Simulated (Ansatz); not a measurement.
# RuGe+ (sextet): wave-function methods side by side, def2-SVP

One table from this session's results is given with a row withheld; the runs are named, their logs left out.

Method: def2-SVP, core rule «outside noble gas», up to 18 orbitals frozen; program: Ansatz 0.2.0, Gaussian basis.

To be run: UHF; CCSD(T) on ROHF; CCSD(T) on UHF; CISD as a restricted active space (open shells left free, so some higher excitations enter); CCSDT(Q) on ROHF; CCSDT(Q) on UHF; CASSCF and MRCISD+Q, 11 electrons in 10 orbitals; CASSCF and NEVPT2, 11 electrons in 10 orbitals.

11 further runs of the same task are left out: 5 that didn't finish, 6 set aside as unsound or not needed. Runs told in other sessions of the task aren't counted.

## What is computed

The geometry is a PBE0/def2-TZVP stationary point (not a proven minimum). No spin-orbit coupling is included. Elements past krypton take def2 core potentials. The filled d shell of Ge may be among the frozen orbitals whatever the setting's name suggests.

2 atoms, charge 1, spin multiplicity 6.

Atoms are counted from 1 here; the program's logs count them from 0.

Bond lengths: Ru1–Ge2 2.529 Å.

The first run:

in.yaml reads:

```yaml
crystal:
  periodic: [false, false, false]
  atoms:
    - {symbol: Ru, position_ang: [0.000000, 0.000000, 0.000000]}
    - {symbol: Ge, position_ang: [0.000000, 0.000000, 2.528800]}
basis:
  gaussian: {orbitals: def2-SVP}
total_charge: 1
magnetization: {spin_polarized: true, initial_magnetization: 5}
hamiltonian: {xc: hf}
output: {orbitals: {seedname: orbitals}}
```

Started as:

```sh
$ ansatz run in.yaml --threads 1 --pin off --events-out ev --progress --plain --max-ram 2393MiB
```

Among the steps run: UHF; CCSD(T) on ROHF; CCSD(T) on UHF; CISD as a restricted active space (open shells left free, so some higher excitations enter); CCSDT(Q) on ROHF; CCSDT(Q) on UHF; CASSCF and MRCISD+Q, 11 electrons in 10 orbitals; CASSCF and NEVPT2, 11 electrons in 10 orbitals.

One of the session's tables, all rows but one given; the rest of the session is left out.

| method | from RCCSDT(Q) (meV) |
| --- | --- |
| ROHF | +5510.2 |
| UHF | +5256.3 |
| RMP2 | +1057.1 |
| UMP2 | +923.1 |
| CISD | +727.4 |
| RCCSD | +350.1 |
| UCCSD | ? |
| RCCSD(T) | +126.7 |
| UCCSD(T) | +52.6 |
| RCCSDT | +21.3 |
| UCCSDT | -35.5 |
| RCCSDT(Q) | 0 |
| UCCSDT(Q) | -61.1 |
| CASSCF valence | +4684.2 |
| NEVPT2 valence | +975.2 |
| MRCISD valence | +454.7 |
| MRCISD+Q valence | +141.6 |

Q: Estimate the row for UCCSD from the others.

**Answer.** from RCCSDT(Q) (meV): +259.0. In the column «from RCCSDT(Q) (meV)» it lies between MRCISD+Q valence (+141.6) and RCCSD (+350.1).

The ROHF row is the lowest such solution found; the determinant under the restricted MP2 and coupled-cluster rows lies 0.05 eV higher.

To keep in mind: Warnings: coupled cluster took another determinant than the lowest; large T1 diagnostic. Restricted and unrestricted rows rest on different reference determinants; a gap between their highest levels can come from leftover correlation error, from unlike frozen cores or from another state.
